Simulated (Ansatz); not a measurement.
**Eu2CoSi3 under changes of volume**

One of the cells (20.335 Å³/atom); the others are scaled copies at fixed shape and fractional positions:

```
Eu Co Si
1.0
     4.00707    0.00000    0.00000
    -2.00354    3.47023    0.00000
     0.00000    0.00000    8.77420
Eu Co Si
2 1 3
Direct
  0.66667 0.33333 0.26022
  0.66667 0.33333 0.73978
  0.00000 0.00000 0.50000
  0.33333 0.66667 0.00000
  0.33333 0.66667 0.50000
  0.00000 0.00000 0.00000
```

The cell comes from a database or a generator and needn't be the stable form of this composition.

| Item | Value |
| --- | --- |
| Program | Ansatz 0.2.0 |
| Functional | PBE |
| Potentials or basis | Ansatz PAW |
| Cutoff | 420 eV (not typed: the program's choice for these potentials) |
| k mesh | 8 × 8 × 3 |
| Occupations | fermi-dirac, width 0.05 eV |
| Spin | collinear spin, ferromagnetic start |
| Starting moments | [7.0, 7.0, 2.0, 0.0, 0.0, 0.0] μB |

```tsv
volume (Å³/atom)	energy over the lowest point (meV/atom)	pressure (GPa)	moment (μB per cell)	largest force (eV/Å)
19.115	13.79	4.7	13.47	0.144
19.521	4.59	2.7	13.49	0.104
19.928	0.24	0.9	13.50	0.067
20.335	0.00	-0.6	13.51	0.034
20.742	3.53	-2.1	13.53	0.002
21.148	10.51	-3.3	13.55	0.027
21.555	?	?	?	?
```

**Question.** What does the run at 21.555 Å³/atom give?

**Answer.** Energy over the lowest point 20.53 meV/atom; pressure -4.4 GPa; moment 13.57 μB per cell; largest force 0.055 eV/Å.

Worked out: A Birch-Murnaghan fit of order 3 (a polynomial in V^(-2/3)) to the other rows has its minimum at 20.15 Å³/atom with B0 = V·E''(V) = 77 GPa and B' = 4.6 at fixed shape and positions, which overstates the stiffness. It gives 20.47 meV/atom at 21.555 Å³/atom, against the run's 20.53, and -dE/dV = -4.5 GPa, against -4.4. A straight line through the other rows of the moment, of slope 0.0372 μB per Å³/atom, extrapolates to 13.56 μB, against the run's 13.57.

Energies are extrapolated to zero smearing.

Caveats: without U or exact exchange the open f shell lies at the Fermi level, which spoils levels, moments and volumes; the starting moments weren't kept.
